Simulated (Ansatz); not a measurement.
# Bi: pressure against volume

The task here is to estimate one member of a computed series from the others.

Program: Ansatz 0.2.0. Level of theory: DFT PBEsol, scalar-relativistic. These are calculated values, not measurements.

### Starting point

Symmetry: C2/m, No. 12, monoclinic system. The conventional cell has a = 6.673 Å, b = 6.111 Å, c = 3.300 Å, α = 90.00°, β = 110.41°, γ = 90.00°. Around Bi (site symmetry m) lie 6 Bi at 3.15 to 3.31 Å.

Coordinates:

```cif
data_structure
_symmetry_space_group_name_H-M 'C2/m'
_symmetry_Int_Tables_number 12
_cell_length_a 6.6726
_cell_length_b 6.1108
_cell_length_c 3.3001
_cell_angle_alpha 90.000
_cell_angle_beta 110.412
_cell_angle_gamma 90.000
_cell_volume 126.11
loop_
_atom_site_label
_atom_site_type_symbol
_atom_site_symmetry_multiplicity
_atom_site_Wyckoff_symbol
_atom_site_fract_x
_atom_site_fract_y
_atom_site_fract_z
_atom_site_occupancy
Bi1 Bi 4 i 0.75180 0.50000 0.14900 1
```

The file gives the conventional cell by its symmetry; the runs use the cell typed in the input.

The cell is a measured one (Crystallography Open Database entry 8100521); the temperature and pressure of the measurement aren't taken into account, and nothing was relaxed.

Atoms are numbered in the order of the input: Bi1, Bi2.

Set-up of the first run:

The input, input.yaml:

```yaml
crystal:
  lattice:
    - [3.2687529035, -2.9935579811, 0.0]
    - [3.2687529035, 2.9935579811, 0.0]
    - [-1.1276838925, 0.0, 3.0303087698]
  atoms:
    - { symbol: Bi, position: [0.2518, 0.2518, 0.149] }
    - { symbol: Bi, position: [0.7482, 0.7482, 0.851] }
kpoints:
  mp_grid: { grid: [8, 8, 11] }
scf:
  occupations: { method: fermi_dirac, width: 0.05 }
hamiltonian:
  xc: pbesol
  pseudopotentials: { kind: all_electron, lapw: { basis_error: 0.00025 } }
output:
  forces: true
  stress: true
  eigenvalues: true
```

Started as:

```console
ansatz run input.yaml --threads 1 --pin off --max-ram 3072MiB --backend cpu --events-out ev --progress --plain --runs-dir out
```

Among the steps run: Volume × 0.9405, LAPW; Volume × 0.9405, PAW; Volume × 0.9405, crystal datasets; Volume × 0.97, LAPW; Volume × 0.97, PAW; Volume × 1.03, LAPW; Volume × 1.03, PAW; Volume × 1.06, LAPW.

One of the session's tables, all rows but one given; the rest of the session is left out.

It belongs to the step «Fits». 

```
          method  volume (Å³/atom)  F above the lowest (meV/atom)  largest force (eV/Å)
            LAPW            29.652                           40.4                 0.015
            LAPW            30.582                           15.0                 0.049
            LAPW            31.528                              ?                     ?
            LAPW            32.474                            0.0                 0.107
            LAPW            33.420                            7.2                 0.131
             PAW            29.652                           40.0                 0.015
             PAW            30.582                           14.8                 0.050
             PAW            31.528                            1.9                 0.081
             PAW            32.474                            0.0                 0.108
crystal datasets            29.652                              –                 0.015
crystal datasets            31.528                              –                 0.080
```

Q: Estimate the row for LAPW, 31.528 from the others.

**Answer.** F above the lowest (meV/atom): 2.1; largest force (eV/Å): 0.080.

Caveats from the session: Warnings in the runs' records: gradients without spin orbit, crystal datasets made.
